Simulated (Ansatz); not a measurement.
# C2H9BSi: a ladder of functionals and wavefunction methods

An exercise on one series of results from a longer session: the logs are not shown, and one member is left open.

Method: functionals in def2-TZVPP, the program's frozen cores in correlated methods; program: Ansatz 0.2.0, Gaussian basis.

Plan: PBE-D4, r2SCAN-D4, PBE0-D4, B3LYP-D4, ωB97X-V, ωB97M-V, B2PLYP; CCSD(T)/def2-TZVPP; MP2/def2-QZVPP; extrapolation to the limit.

## The relaxed structure

An earlier PBE0-D4 in a triple-zeta def2 set relaxation fixed the geometry.

13 atoms, charge 0, spin multiplicity 1.

Atoms are counted from 1 here; the program's logs count them from 0.

Bond lengths: C1–B2 1.552 Å, C1–H5 1.093 Å, C1–H6 1.091 Å, C1–H7 1.105 Å, B2–Si3 2.019 Å, B2–H8 1.202 Å, Si3–C4 1.879 Å, Si3–H9 1.495 Å, Si3–H10 1.496 Å, C4–H11 1.093 Å, C4–H12 1.092 Å, C4–H13 1.093 Å. Angles: B2–C1–H5 114.5°, B2–C1–H6 116.4°, B2–C1–H7 103.1°, H5–C1–H6 110.2°, H5–C1–H7 105.0°, H6–C1–H7 106.3°, C1–B2–Si3 124.7°, C1–B2–H8 117.9°, Si3–B2–H8 117.3°, B2–Si3–C4 114.9°, B2–Si3–H9 109.0°, B2–Si3–H10 107.7°, C4–Si3–H9 109.4°, C4–Si3–H10 109.3°, H9–Si3–H10 106.1°, Si3–C4–H11 110.8°, Si3–C4–H12 111.3°, Si3–C4–H13 110.9° and more.

Set-up of the first run:

The input, in.yaml:

```yaml
crystal:
  periodic: [false, false, false]
  atoms:
    - {symbol: C, position_ang: [-1.868565, 0.656368, 0.227319]}
    - {symbol: B, position_ang: [-1.150946, -0.414702, -0.637437]}
    - {symbol: Si, position_ang: [0.827270, -0.810215, -0.569261]}
    - {symbol: C, position_ang: [1.796942, 0.210845, 0.675342]}
    - {symbol: H, position_ang: [-2.910098, 0.425054, 0.464414]}
    - {symbol: H, position_ang: [-1.342886, 0.987344, 1.124681]}
    - {symbol: H, position_ang: [-1.915285, 1.532089, -0.445306]}
    - {symbol: H, position_ang: [-1.805451, -1.015887, -1.447258]}
    - {symbol: H, position_ang: [1.409097, -0.615400, -1.933012]}
    - {symbol: H, position_ang: [0.991090, -2.263347, -0.251782]}
    - {symbol: H, position_ang: [1.413731, 0.055434, 1.686943]}
    - {symbol: H, position_ang: [2.855020, -0.059301, 0.671489]}
    - {symbol: H, position_ang: [1.720579, 1.277119, 0.448667]}
basis:
  gaussian: {orbitals: def2-TZVPP}
hamiltonian: {xc: pbe, dispersion: d4}
output: {forces: true, orbitals: {seedname: orbitals}}
```

On the command line:

```console
ansatz run in.yaml --threads 4 --pin off --events-out ev --progress --plain --max-ram 10444MiB
```

Among the steps run: PBE-D4 (GGA); r2SCAN-D4 (meta-GGA); PBE0-D4 (hybrid); B3LYP-D4 (hybrid); ωB97X-V (range-separated); ωB97M-V (range-separated); B2PLYP (double hybrid); CCSD(T) in def2-TZVPP; MP2 in def2-QZVPP.

One of the session's tables, all rows but one given; the rest of the session is left out.

```
            method  atomisation energy (kJ/mol)
            PBE-D4                       4631.3
         r2SCAN-D4                       4618.0
           PBE0-D4                       4607.5
          B3LYP-D4                       4614.2
           ωB97X-V                       4617.0
           ωB97M-V                       4613.2
            B2PLYP                       4558.1
     HF/def2-TZVPP                       3576.0
    MP2/def2-TZVPP                       4504.9
   CCSD/def2-TZVPP                       4457.7
CCSD(T)/def2-TZVPP                            ?
           MP2/CBS                       4597.9
       CCSD(T)/CBS                       4591.2
```

Q: Estimate the row for CCSD(T)/def2-TZVPP from the others.

**Answer.** atomisation energy (kJ/mol): 4498.2. In the column «atomisation energy (kJ/mol)» it lies between CCSD/def2-TZVPP (4457.7) and MP2/def2-TZVPP (4504.9).

To keep in mind: Free atoms (2 C, 1 B, 1 Si, 9 H) were run apart at each level; the atomisation energy is their sum less the molecule, without zero-point or spin-orbit terms.
